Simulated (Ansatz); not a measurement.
# CH₆ClGaSi: how energies converge with the basis set

The task here is to estimate one member of a computed series from the others.

Method: one geometry, several basis sets; program: Ansatz 0.2.0, Gaussian basis.

Levels to be run: PBE0-D4/def2-SVP; ωB97M-V/def2-SVP; PBE0-D4/def2-QZVPP; ωB97M-V/def2-QZVPP; the functionals' def2-TZVPP values are taken from earlier runs.

### The geometry

An earlier PBE0-D4 in a triple-zeta def2 set relaxation fixed the geometry.

SMILES `ClC[SiH2][GaH2]`, 10 atoms, charge 0, spin multiplicity 1.

Atoms are counted from 1 here; the program's logs count them from 0.

Bond lengths: Cl1–C2 1.812 Å, C2–Si3 1.914 Å, C2–H5 1.089 Å, C2–H6 1.089 Å, Si3–Ga4 2.414 Å, Si3–H7 1.491 Å, Si3–H8 1.490 Å, Ga4–H9 1.569 Å, Ga4–H10 1.572 Å. Angles: Cl1–C2–Si3 104.9°, Cl1–C2–H5 106.4°, Cl1–C2–H6 105.9°, Si3–C2–H5 116.6°, Si3–C2–H6 112.9°, H5–C2–H6 109.3°, C2–Si3–Ga4 93.6°, C2–Si3–H7 108.4°, C2–Si3–H8 107.4°, Ga4–Si3–H7 121.9°, Ga4–Si3–H8 116.2°, H7–Si3–H8 107.3°, Si3–Ga4–H9 121.8°, Si3–Ga4–H10 118.1°, H9–Ga4–H10 120.0°.

Set-up of the first run:

Contents of in.yaml:

```yaml
crystal:
  periodic: [false, false, false]
  atoms:
    - {symbol: Cl, position_ang: [0.438799, 0.730817, 1.736632]}
    - {symbol: C, position_ang: [0.922235, -0.734563, 0.786276]}
    - {symbol: Si, position_ang: [-0.339945, -0.828099, -0.649694]}
    - {symbol: Ga, position_ang: [-0.827306, 1.535156, -0.576073]}
    - {symbol: H, position_ang: [0.925394, -1.568150, 1.486534]}
    - {symbol: H, position_ang: [1.939488, -0.546840, 0.444971]}
    - {symbol: H, position_ang: [0.328238, -1.459843, -1.823698]}
    - {symbol: H, position_ang: [-1.437296, -1.740389, -0.220173]}
    - {symbol: H, position_ang: [-2.205047, 2.078624, -0.057781]}
    - {symbol: H, position_ang: [0.255440, 2.533288, -1.126994]}
basis:
  gaussian: {orbitals: def2-SVP}
hamiltonian: {xc: pbe0, dispersion: d4}
output: {orbitals: {seedname: orbitals}}
```

The run is started by

```
$ ansatz run in.yaml --threads 4 --pin off --events-out ev --progress --plain --max-ram 10444MiB
```

Steps of the session up to this table: PBE0-D4 in def2-SVP; ωB97M-V in def2-SVP; PBE0-D4 in def2-QZVPP; ωB97M-V in def2-QZVPP.

One table of the session follows, with a row left open; its other results are not shown here.

```
functional       basis  HOMO (eV)
   PBE0-D4    def2-SVP      -7.31
   PBE0-D4  def2-TZVPP      -7.31
   PBE0-D4  def2-QZVPP      -7.31
   ωB97M-V    def2-SVP      -9.31
   ωB97M-V  def2-TZVPP          ?
   ωB97M-V  def2-QZVPP      -9.35
```

Q: Estimate the row for ωB97M-V, def2-TZVPP from the others.

As computed: HOMO (eV): -9.34. In the column «HOMO (eV)» it lies between ωB97M-V, def2-QZVPP (-9.35) and ωB97M-V, def2-SVP (-9.31).
